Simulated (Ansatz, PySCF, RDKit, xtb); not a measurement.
# [GaBNH2]+: a search for the lowest isomer

Given the formula [GaBNH2]+ (charge +1) and nothing else, which arrangement of the atoms is the most stable in the gas at 298.15 K, and what are its properties?

The funnel: GFN2-xTB relaxations, single points with a density functional, relaxations at PBE-D3(BJ)/def2-SVP, harmonic vibrations, and a last energy at a higher level. All values are calculated.

7 further runs of the same task are left out: 7 set aside as unsound or not needed.

## 1. Drawing up candidates

All bonding patterns within simple valence rules are listed by program: one Lewis structure each, at most two rings and one unusual centre or charged pair. O–O, O–halogen and N–halogen bonds and N–N–N chains are not drawn. That gives 10 candidates.

| label | SMILES | spin |
| --- | --- | --- |
| c269 | [B]1=[NH+][GaH]1 | singlet |
| c330 | [NH2+]=[B][Ga] | singlet |
| c347 | [NH2+]=[B][Ga] | triplet |
| c352 | [BH+][Ga+][NH-] | singlet |
| c365 | [BH]1[NH][Ga+]1 | singlet |
| c380 | B=[N][GaH+] | singlet |
| c440 | N=[B][GaH+] | singlet |
| c535 | B#[N+][GaH2] | singlet |
| c612 | B=[NH+][Ga] | triplet |
| c746 | B=[NH+][Ga] | singlet |

Candidates are built by distance geometry, with a force field where one applies, in up to four conformers (letters a to d). 10 starts with atoms placed at random are added, to find patterns that the rules miss.

Q: Predict the outcome of this search (final energies at CCSD(T)/def2-TZVPP).

| quantity | value |
| --- | --- |
| lowest structure found | B=[NH+][Ga], singlet, Cs |
| next finalist | B=[N][GaH+], singlet, 19.1 kcal/mol higher in G |
| share at equilibrium, among the finalists | 100.0 % |
| harmonic wavenumbers, lowest and highest (PBE-D3(BJ)/def2-SVP) | 165 and 3518 cm⁻¹ |
| rotational constants, same geometry | 1.908, 0.1158, 0.1092 cm⁻¹ |
| HOMO energy (PBE0/def2-TZVPD) | -13.42 eV |
| LUMO energy (PBE0/def2-TZVPD) | -6.94 eV |
| HOMO–LUMO gap (PBE0/def2-TZVPD) | 6.49 eV |
| lowest excitation (TD-B3LYP/def2-SVPD) | 5.51 eV (f = 0.078) |
| strongest of the states computed, same level | 7.96 eV (f = 0.837) |
| lowest triplet excitation, same level, Tamm-Dancoff | 4.16 eV |
| vertical ionisation energy | 15.72 eV |
| vertical recombination energy (electron added) | 5.14 eV |
| vertical triplet less singlet | +4.03 eV |

The search ends on `B=[NH+][Ga]`. The margin of 19.1 kcal/mol over the next finalist is beyond the usual error of the last level; it says nothing of structures that weren't ranked. r2SCAN-D4/def2-SVP, PBE-D3(BJ)/def2-SVP, HF/def2-TZVPP and MP2/def2-TZVPP already put its bonding pattern lowest among the structures in one piece. The search is not exhaustive (a finite list of starts, one conformer a finalist), so a lower isomer can't be ruled out.
